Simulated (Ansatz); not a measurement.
# ZrScCl2: the cost of one run

Program: Ansatz 0.2.0. Level of theory: DFT PBE, scalar-relativistic, plane waves, PAW. These are calculated values, not measurements.

### 1 The structure to begin with

The structure is hexagonal, space group P6/mmm (No. 191). Conventional cell: a = 4.013 Å, b = 4.013 Å, c = 8.144 Å, α = 90.00°, β = 90.00°, γ = 120.00°. Zr (site symmetry 6/mmm) is surrounded by 6 Zr at 4.01 Å and 2 Sc at 4.07 Å. Sc (site symmetry 6/mmm) has 6 Cl at 2.32 Å as nearest neighbours. Cl (site symmetry -6m2) has 3 Sc at 2.32 Å and 3 Cl at 2.32 Å as nearest neighbours.

Structure file:

```xyz
4
Lattice="4.0125 0.0000 0.0000 -2.0063 3.4750 0.0000 0.0000 0.0000 8.1442" Properties=species:S:1:pos:R:3 pbc="T T T"
Zr    0.0000    0.0000    4.0721
Sc    0.0000    0.0000    0.0000
Cl    0.0000    2.3166    0.0000
Cl    2.0063    1.1583    0.0000
```

A structure generator made this guess: random cell by space group and Wyckoff sites (P6/mmm, No. 191). Lengths come from tabulated atomic sizes and are only a guess.

### 2 The guess as it stands, on a coarse mesh

The input, input.yaml:

```yaml
crystal:
  lattice:
    - [4.01252765, 0.0, 0.0]
    - [-2.00626382, 3.47495088, 0.0]
    - [0.0, 0.0, 8.14417123]
  atoms:
    - { symbol: Zr, position: [0.0, 0.0, 0.5] }
    - { symbol: Sc, position: [0.0, 0.0, 0.0] }
    - { symbol: Cl, position: [0.33333333, 0.66666667, 0.0] }
    - { symbol: Cl, position: [0.66666667, 0.33333333, 0.0] }
basis:
  ecutwfc: 420
kpoints:
  mp_grid: { grid: [6, 6, 2] }
hamiltonian:
  xc: pbe
scf:
  occupations: { method: gaussian, width: 0.1 }
  lower_state_search: "off"
output:
  forces: true
  stress: true
  eigenvalues: true
```

Launch:

```console
> ansatz run input.yaml --threads 1 --pin off --max-ram 2048MiB --backend cpu --events-out ev --progress --plain --runs-dir out
```

Q: Estimate wall time and peak memory on 1 thread of Arm Neoverse V2, shared host.

About 1.9 s, with a peak of 0.37 GiB.
